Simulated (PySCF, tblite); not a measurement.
**CHBF₂S: dynamics, then NMR shifts on frames**

Aim: move CHBF₂S (`FB(F)C=S`) away from its starting geometry and see how NMR shifts follow the geometry.

The runs use tblite 0.8.0 and PySCF 2.14.0, with density-fitted response routines of our own; the level of theory stands in each step. All values are computed, except where a source is named. Atoms are numbered from 0 throughout.

### 1 The starting structure

6 atoms, charge 0, multiplicity 1; geometry from: GFN2-xTB.

Bonds of the start (Å): F0–B1 1.31, B1–F2 1.32, B1–C3 1.56, C3–S4 1.63, C3–H5 1.09.

### 2 Thermal motion with GFN2-xTB

What the job is given:

```
{"job": {"kind": "md", "xc": "GFN2-xTB", "basis": "xTB", "temperature": 300, "steps": 2000, "every": 50, "frames": 5}, "charge": 0, "multiplicity": 1}
F      1.244981     1.344350     0.023808
B      0.768648     0.125021     0.102444
F      1.664634    -0.805027     0.360178
C     -0.736397    -0.232916    -0.090813
S     -1.910088     0.848436    -0.404322
H     -1.028655    -1.277873    -0.012869
```

Method: GFN2-xTB Langevin dynamics, gas phase.

Run with:

```
OMP_NUM_THREADS=1 python probes_run.py task.json out
```

This one command runs all jobs of the session in turn.

Output:

```text
t/fs     T/K      E/eV
    0.0   138.7   -452.78247
   25.0   144.7   -452.73808
   50.0   103.4   -452.70464
   75.0   206.9   -452.69963
  100.0   255.4   -452.72076
  125.0   211.3   -452.71919
  150.0   279.4   -452.69382
  175.0   299.5   -452.69460
  200.0   238.5   -452.68393
  225.0   169.6   -452.66305
  250.0   140.2   -452.67462
  275.0   131.9   -452.67596
  300.0   130.8   -452.68278
  325.0   298.1   -452.69948
  350.0   282.1   -452.67075
  375.0   241.0   -452.59727
  400.0   279.3   -452.59774
  425.0   202.3   -452.58751
  450.0   151.9   -452.59192
  475.0   303.7   -452.64011
  500.0   254.9   -452.57290
  525.0   248.6   -452.57945
  550.0   292.9   -452.58755
  575.0   318.4   -452.62142
  600.0   349.2   -452.60944
  625.0   334.3   -452.56909
  650.0   564.0   -452.69249
  675.0   516.9   -452.55778
  700.0   431.9   -452.50738
  725.0   239.2   -452.55393
  750.0   328.2   -452.69184
  775.0   255.3   -452.63924
  800.0   234.4   -452.61126
  825.0   311.5   -452.71542
  850.0   237.5   -452.66566
  875.0   328.2   -452.63349
  900.0   278.2   -452.59793
  925.0   180.0   -452.58641
  950.0   240.7   -452.64992
  975.0   211.3   -452.67416
 1000.0   326.2   -452.73747
```

Run time: 5.7 s. Hardware: 1 thread of Arm Neoverse V1, shared host; peak memory 0.18 GiB.

Distance from the start (root mean square after alignment): 0 fs 0.00 Å, 200 fs 0.33 Å, 400 fs 0.17 Å, 600 fs 0.38 Å, 800 fs 0.10 Å, 1000 fs 0.06 Å.

Positions (Å) and forces (eV/Å) at 1000 fs:

```xyz
6

F     1.049    0.527   -0.109   -0.291   -0.882    0.311
B     0.563   -0.709    0.009    0.694    0.142   -0.065
F     1.219   -1.545    0.818   -0.307    0.728   -0.336
C    -0.589   -1.272   -0.876    0.171   -0.374    0.445
S    -1.527   -0.447   -1.894   -0.297    0.385   -0.372
H    -0.775   -2.343   -0.799    0.031    0.001    0.017
```

### 3 Shielding tensors: 250 fs, PBE0/pcSseg-1

What the job is given:

```
{"job": {"kind": "nmr", "xc": "PBE0", "basis": "pcSseg-1", "pop": false}, "charge": 0, "multiplicity": 1}
F      1.057000     0.968300     0.697500
B      0.514500    -0.206500     0.298500
F      1.265800    -1.272200     0.461500
C     -0.948000    -0.436100    -0.304200
S     -1.741300     0.613100    -1.260300
H     -1.413500    -1.443300    -0.153400
```

Level: GIAO PBE0/pcSseg-1 NMR shielding, non-relativistic, gas phase.

Output:

```text
coarse grid: 6592 points
cycle   1  E = -660.9683139935  dE =  4.958e-01  |g| = 6.198e-01  |ddm| = 2.325e+00
cycle   2  E = -660.8590195931  dE =  1.093e-01  |g| = 1.014e+00  |ddm| = 9.042e-01
cycle   3  E = -661.0320829250  dE = -1.731e-01  |g| = 1.245e-01  |ddm| = 6.318e-01
cycle   4  E = -661.0353648449  dE = -3.282e-03  |g| = 5.486e-02  |ddm| = 1.429e-01
cycle   5  E = -661.0362120336  dE = -8.472e-04  |g| = 8.977e-03  |ddm| = 5.993e-02
cycle   6  E = -661.0362327717  dE = -2.074e-05  |g| = 1.923e-03  |ddm| = 1.072e-02
cycle   7  E = -661.0362332412  dE = -4.695e-07  |g| = 9.237e-04  |ddm| = 1.467e-03
final grid: 62744 points
cycle   8  E = -661.0750587621  dE = -2.921e-05  |g| = 7.456e-03  |ddm| = 1.592e-02
cycle   9  E = -661.0750115323  dE =  4.723e-05  |g| = 1.481e-02  |ddm| = 1.827e-02
cycle  10  E = -661.0750721794  dE = -6.065e-05  |g| = 1.356e-03  |ddm| = 1.371e-02
cycle  11  E = -661.0750725575  dE = -3.781e-07  |g| = 3.023e-04  |ddm| = 1.028e-03
cycle  12  E = -661.0750725702  dE = -1.267e-08  |g| = 5.882e-05  |ddm| = 1.889e-04
cycle  13  E = -661.0750725711  dE = -8.987e-10  |g| = 1.490e-05  |ddm| = 6.890e-05
converged SCF energy = -661.0750725711

GIAO shielding tensors (ppm)
atom      isotropic    diamagn.    paramagn.     s11        s22        s33       span
  0 F      264.819     468.425    -203.606    114.768    307.413    372.275    257.507
  1 B       92.411     192.447    -100.036     66.182     78.982    132.069     65.887
  2 F      258.340     467.585    -209.245     66.798    313.272    394.950    328.152
  3 C     -129.246     259.711    -388.958   -303.394   -241.645    157.301    460.695
  4 S    -1568.526    1055.262   -2623.788  -4778.992   -759.695    833.110   5612.103
  5 H       17.421      28.313     -10.893     11.698     20.027     20.536      8.838
```

Run time: 4.2 s. Hardware: 1 thread of Arm Neoverse V1, shared host; peak memory 0.4 GiB.

The references, computed at this level on geometries of the same kind, shield at (ppm): ¹H TMS 31.72, ¹³C TMS 186.9, ¹⁹F CFCl3 170.9, ¹¹B BF3·OEt2 100.1, ³³S CS2 504. Their shielding less the atom's gives the shift. The references are single molecules in the gas phase, so shifts against H2O, NH3, PH3, H3PO4 or CFCl3 are not on the usual liquid scales and can be off by tens of ppm. Each atom is listed at this fixed geometry, with no averaging over motion; a spectrum would average atoms that exchange fast.

```tsv
atoms	environment	σ (ppm)	δ (ppm)
C3	thiocarbonyl carbon	-129.2	316.2
H5	hydrogen on a thiocarbonyl carbon	17.42	14.30
F2	fluorine bonded to B	258.3	-87.4
F0	fluorine bonded to B	264.8	-93.9
B1	boron bonded to C, 2 F	92.4	7.7
S4	thione sulfur	-1569	2072
```

### 4 NMR shieldings: 425 fs, PBE0/pcSseg-1

What the job is given:

```
{"job": {"kind": "nmr", "xc": "PBE0", "basis": "pcSseg-1", "pop": false}, "charge": 0, "multiplicity": 1}
F      0.930400     0.653900     0.561800
B      0.396700    -0.520600     0.114700
F      0.941500    -1.521200     0.721800
C     -0.761900    -0.555300    -1.044300
S     -1.707100     0.776600    -1.262300
H     -0.881600    -1.416800    -1.702100
```

Method: GIAO PBE0/pcSseg-1 NMR shielding, non-relativistic, gas phase.

Output:

```text
coarse grid: 6592 points
cycle   1  E = -660.9548702072  dE =  4.842e-01  |g| = 6.399e-01  |ddm| = 2.312e+00
cycle   2  E = -660.8174903496  dE =  1.374e-01  |g| = 1.083e+00  |ddm| = 9.893e-01
cycle   3  E = -661.0235270982  dE = -2.060e-01  |g| = 1.464e-01  |ddm| = 7.143e-01
cycle   4  E = -661.0282533787  dE = -4.726e-03  |g| = 5.734e-02  |ddm| = 1.611e-01
cycle   5  E = -661.0291895036  dE = -9.361e-04  |g| = 1.051e-02  |ddm| = 6.324e-02
cycle   6  E = -661.0292142751  dE = -2.477e-05  |g| = 2.951e-03  |ddm| = 1.069e-02
cycle   7  E = -661.0292153254  dE = -1.050e-06  |g| = 1.124e-03  |ddm| = 1.818e-03
final grid: 62744 points
cycle   8  E = -661.0697158252  dE = -3.414e-05  |g| = 7.168e-03  |ddm| = 1.712e-02
cycle   9  E = -661.0696665882  dE =  4.924e-05  |g| = 1.480e-02  |ddm| = 1.815e-02
cycle  10  E = -661.0697287606  dE = -6.217e-05  |g| = 1.192e-03  |ddm| = 1.361e-02
cycle  11  E = -661.0697290538  dE = -2.932e-07  |g| = 3.370e-04  |ddm| = 9.531e-04
cycle  12  E = -661.0697290695  dE = -1.572e-08  |g| = 6.591e-05  |ddm| = 1.936e-04
cycle  13  E = -661.0697290706  dE = -1.032e-09  |g| = 1.981e-05  |ddm| = 6.925e-05
cycle  14  E = -661.0697290707  dE = -1.016e-10  |g| = 5.883e-06  |ddm| = 2.190e-05
converged SCF energy = -661.0697290707

GIAO shielding tensors (ppm)
atom      isotropic    diamagn.    paramagn.     s11        s22        s33       span
  0 F      242.050     469.931    -227.881     83.798    282.182    360.172    276.374
  1 B       95.400     192.481     -97.081     72.899     79.725    133.575     60.676
  2 F      278.253     466.295    -188.042    102.796    337.799    394.164    291.368
  3 C     -131.685     260.208    -391.893   -309.770   -244.046    158.760    468.529
  4 S    -1654.654    1055.261   -2709.916  -4939.892   -837.663    813.591   5753.483
  5 H       17.173      28.518     -11.345      9.177     21.048     21.296     12.119
```

Wall time 3.8 s (1 thread of Arm Neoverse V1, shared host); peak memory 0.41 GiB.

In short: δ C3 318.6, F0 -71.1, F2 -107.3, B1 4.7, H5 14.54 ppm.

### 5 Nuclear shieldings: 625 fs, PBE0/pcSseg-1

What the job is given:

```
{"job": {"kind": "nmr", "xc": "PBE0", "basis": "pcSseg-1", "pop": false}, "charge": 0, "multiplicity": 1}
F      0.275100     0.787800     0.492300
B      0.214200    -0.395900    -0.067400
F      0.998300    -1.177300     0.639100
C     -0.597800    -0.592100    -1.399500
S     -2.075300     0.138500    -1.565000
H     -0.290500    -1.154600    -2.288800
```

With the program's defaults for keys left out, this is: GIAO PBE0/pcSseg-1 NMR shielding, non-relativistic, gas phase.

Output:

```text
coarse grid: 6592 points
cycle   1  E = -660.9535318426  dE =  5.628e-01  |g| = 6.357e-01  |ddm| = 2.322e+00
cycle   2  E = -660.8314176238  dE =  1.221e-01  |g| = 1.046e+00  |ddm| = 9.508e-01
cycle   3  E = -661.0189107440  dE = -1.875e-01  |g| = 1.478e-01  |ddm| = 6.799e-01
cycle   4  E = -661.0239479199  dE = -5.037e-03  |g| = 5.603e-02  |ddm| = 1.649e-01
cycle   5  E = -661.0248596436  dE = -9.117e-04  |g| = 8.163e-03  |ddm| = 6.133e-02
cycle   6  E = -661.0248776642  dE = -1.802e-05  |g| = 1.491e-03  |ddm| = 1.007e-02
cycle   7  E = -661.0248780316  dE = -3.674e-07  |g| = 5.603e-04  |ddm| = 1.337e-03
final grid: 62744 points
cycle   8  E = -661.0664166892  dE = -3.627e-05  |g| = 7.714e-03  |ddm| = 1.696e-02
cycle   9  E = -661.0663531425  dE =  6.355e-05  |g| = 1.665e-02  |ddm| = 1.980e-02
cycle  10  E = -661.0664323434  dE = -7.920e-05  |g| = 9.102e-04  |ddm| = 1.490e-02
cycle  11  E = -661.0664325091  dE = -1.657e-07  |g| = 3.155e-04  |ddm| = 8.026e-04
cycle  12  E = -661.0664325223  dE = -1.321e-08  |g| = 6.091e-05  |ddm| = 1.833e-04
cycle  13  E = -661.0664325234  dE = -1.053e-09  |g| = 1.754e-05  |ddm| = 7.919e-05
cycle  14  E = -661.0664325234  dE = -4.707e-11  |g| = 4.713e-06  |ddm| = 1.075e-05
converged SCF energy = -661.0664325234

GIAO shielding tensors (ppm)
atom      isotropic    diamagn.    paramagn.     s11        s22        s33       span
  0 F      222.715     469.738    -247.023     63.532    244.662    359.950    296.418
  1 B       92.207     192.795    -100.588     74.405     77.587    124.629     50.224
  2 F      270.782     467.231    -196.449    103.407    320.812    388.127    284.720
  3 C     -138.936     258.930    -397.866   -307.549   -276.615    167.356    474.905
  4 S    -1665.784    1054.894   -2720.678  -4928.608   -890.948    822.204   5750.812
  5 H       17.410      27.780     -10.370     10.179     20.027     22.023     11.843
```

Wall time 3.9 s (1 thread of Arm Neoverse V1, shared host); peak memory 0.42 GiB.

In short: δ C3 325.9, F0 -51.8, F2 -99.8, B1 7.9, H5 14.31 ppm.

### 6 Shielding tensors: 800 fs, PBE0/pcSseg-1

What the job is given:

```
{"job": {"kind": "nmr", "xc": "PBE0", "basis": "pcSseg-1", "pop": false}, "charge": 0, "multiplicity": 1}
F      0.500800     0.952200    -0.097000
B      0.352600    -0.335800    -0.104400
F      1.382300    -0.992200     0.382200
C     -0.811400    -1.118400    -0.962100
S     -1.870600    -0.394600    -2.016300
H     -0.764600    -2.168400    -0.984900
```

Level: GIAO PBE0/pcSseg-1 NMR shielding, non-relativistic, gas phase.

Output:

```text
coarse grid: 6592 points
cycle   1  E = -660.9608580488  dE =  5.223e-01  |g| = 6.198e-01  |ddm| = 2.330e+00
cycle   2  E = -660.8458411721  dE =  1.150e-01  |g| = 1.013e+00  |ddm| = 9.097e-01
cycle   3  E = -661.0225760048  dE = -1.767e-01  |g| = 1.493e-01  |ddm| = 6.668e-01
cycle   4  E = -661.0278732971  dE = -5.297e-03  |g| = 5.398e-02  |ddm| = 1.657e-01
cycle   5  E = -661.0287173134  dE = -8.440e-04  |g| = 7.936e-03  |ddm| = 5.927e-02
cycle   6  E = -661.0287343306  dE = -1.702e-05  |g| = 1.461e-03  |ddm| = 9.766e-03
cycle   7  E = -661.0287347251  dE = -3.945e-07  |g| = 4.633e-04  |ddm| = 1.393e-03
final grid: 62744 points
cycle   8  E = -661.0700787144  dE = -4.040e-05  |g| = 7.751e-03  |ddm| = 1.729e-02
cycle   9  E = -661.0700141538  dE =  6.456e-05  |g| = 1.672e-02  |ddm| = 2.017e-02
cycle  10  E = -661.0700946086  dE = -8.045e-05  |g| = 9.961e-04  |ddm| = 1.513e-02
cycle  11  E = -661.0700947989  dE = -1.904e-07  |g| = 3.360e-04  |ddm| = 8.264e-04
cycle  12  E = -661.0700948140  dE = -1.511e-08  |g| = 6.097e-05  |ddm| = 1.866e-04
cycle  13  E = -661.0700948152  dE = -1.138e-09  |g| = 1.435e-05  |ddm| = 8.045e-05
cycle  14  E = -661.0700948152  dE = -5.048e-11  |g| = 5.723e-06  |ddm| = 1.513e-05
converged SCF energy = -661.0700948152

GIAO shielding tensors (ppm)
atom      isotropic    diamagn.    paramagn.     s11        s22        s33       span
  0 F      269.431     468.468    -199.037    134.331    290.114    383.847    249.516
  1 B       96.203     192.584     -96.381     70.275     81.401    136.934     66.660
  2 F      275.091     467.837    -192.746     90.281    350.597    384.397    294.116
  3 C     -142.647     258.269    -400.916   -318.273   -270.834    161.165    479.438
  4 S    -1723.356    1054.563   -2777.919  -5117.255   -853.963    801.151   5918.406
  5 H       17.638      29.740     -12.102      8.442     21.723     22.749     14.307
```

It took 3.8 s on 1 thread of Arm Neoverse V1, shared host; peak memory 0.42 GiB.

Key values: δ C3 329.6, F0 -98.5, F2 -104.1, B1 3.9, H5 14.08 ppm.

### 7 Nuclear shieldings: 1000 fs, PBE0/pcSseg-1

What the job is given:

```
{"job": {"kind": "nmr", "xc": "PBE0", "basis": "pcSseg-1", "pop": false}, "charge": 0, "multiplicity": 1}
F      1.049300     0.527100    -0.108700
B      0.563400    -0.708500     0.008700
F      1.218800    -1.545100     0.817900
C     -0.588800    -1.271600    -0.876200
S     -1.527100    -0.446500    -1.893600
H     -0.775400    -2.343100    -0.798700
```

With the program's defaults for keys left out, this is: GIAO PBE0/pcSseg-1 NMR shielding, non-relativistic, gas phase.

Output:

```text
coarse grid: 6592 points
cycle   1  E = -660.9756455251  dE =  5.525e-01  |g| = 6.060e-01  |ddm| = 2.351e+00
cycle   2  E = -660.8908275298  dE =  8.482e-02  |g| = 9.543e-01  |ddm| = 8.128e-01
cycle   3  E = -661.0355407431  dE = -1.447e-01  |g| = 1.012e-01  |ddm| = 5.433e-01
cycle   4  E = -661.0374868313  dE = -1.946e-03  |g| = 5.361e-02  |ddm| = 1.250e-01
cycle   5  E = -661.0382938985  dE = -8.071e-04  |g| = 8.490e-03  |ddm| = 5.845e-02
cycle   6  E = -661.0383132385  dE = -1.934e-05  |g| = 1.343e-03  |ddm| = 1.041e-02
cycle   7  E = -661.0383135844  dE = -3.459e-07  |g| = 2.317e-04  |ddm| = 1.334e-03
final grid: 62744 points
cycle   8  E = -661.0770579617  dE = -2.948e-05  |g| = 7.713e-03  |ddm| = 1.577e-02
cycle   9  E = -661.0770089330  dE =  4.903e-05  |g| = 1.515e-02  |ddm| = 1.863e-02
cycle  10  E = -661.0770725788  dE = -6.365e-05  |g| = 1.269e-03  |ddm| = 1.412e-02
cycle  11  E = -661.0770729081  dE = -3.293e-07  |g| = 3.023e-04  |ddm| = 1.009e-03
cycle  12  E = -661.0770729207  dE = -1.258e-08  |g| = 5.946e-05  |ddm| = 2.151e-04
cycle  13  E = -661.0770729218  dE = -1.111e-09  |g| = 1.343e-05  |ddm| = 8.994e-05
cycle  14  E = -661.0770729218  dE = -2.933e-11  |g| = 5.110e-06  |ddm| = 9.486e-06
converged SCF energy = -661.0770729218

GIAO shielding tensors (ppm)
atom      isotropic    diamagn.    paramagn.     s11        s22        s33       span
  0 F      273.721     469.325    -195.604    143.222    292.162    385.780    242.558
  1 B       97.521     192.214     -94.692     65.267     80.797    146.499     81.232
  2 F      266.949     467.959    -201.011     71.393    357.523    371.930    300.537
  3 C     -132.278     258.895    -391.173   -325.852   -235.329    164.348    490.201
  4 S    -1791.605    1055.360   -2846.965  -5445.479   -778.523    849.187   6294.666
  5 H       17.563      28.267     -10.705     11.674     20.339     20.676      9.002
```

It took 3.9 s on 1 thread of Arm Neoverse V1, shared host; peak memory 0.42 GiB.

In short: δ C3 319.2, F2 -96.0, F0 -102.8, B1 2.5, H5 14.15 ppm.

### 8 Side by side: NMR shifts

Shifts (ppm), with basis size and wall time:

```tsv
frame	C3	H5	F2	F0	B1	S4	functions	time
250 fs	316.2	14.30	-87.4	-93.9	7.7	2072	97	4.2 s
425 fs	318.6	14.54	-107.3	-71.1	4.7	2158	97	3.8 s
625 fs	325.9	14.31	-99.8	-51.8	7.9	2170	97	3.9 s
800 fs	329.6	14.08	-104.1	-98.5	3.9	2227	97	3.8 s
1000 fs	319.2	14.15	-96.0	-102.8	2.5	2295	97	3.9 s
```

### 9 Summary of results

```
                                           quantity             value
                                         thermostat             300 K
                      mean temperature, second half             309 K
            mean potential energy above the minimum           0.16 eV
     ¹³C shifts against TMS (PBE0/pcSseg-1, 250 fs)         316.2 ppm
      ¹H shifts against TMS (PBE0/pcSseg-1, 250 fs)         14.30 ppm
   ¹⁹F shifts against CFCl3 (PBE0/pcSseg-1, 250 fs)  -87.4, -93.9 ppm
¹¹B shifts against BF3·OEt2 (PBE0/pcSseg-1, 250 fs)           7.7 ppm
     ³³S shifts against CS2 (PBE0/pcSseg-1, 250 fs)          2072 ppm
                           range of the shift of S4  2072 to 2295 ppm
```

What this shows: In the second half the potential energy averages 0.16 eV above the minimum; equipartition over 12 harmonic modes at 300 K would give 0.16 eV. With 6 atoms the temperature swings widely (103 to 564 K). Shifts at one fixed geometry are not the observed spectrum, which averages over the motion. In the first frame run (250 fs): The largest span, 5612 ppm, is at S4, where the paramagnetic term is -2624 ppm. Across the 5 runs the shift of S4 moves most, between 2072 (250 fs) and 2295 ppm (1000 fs).
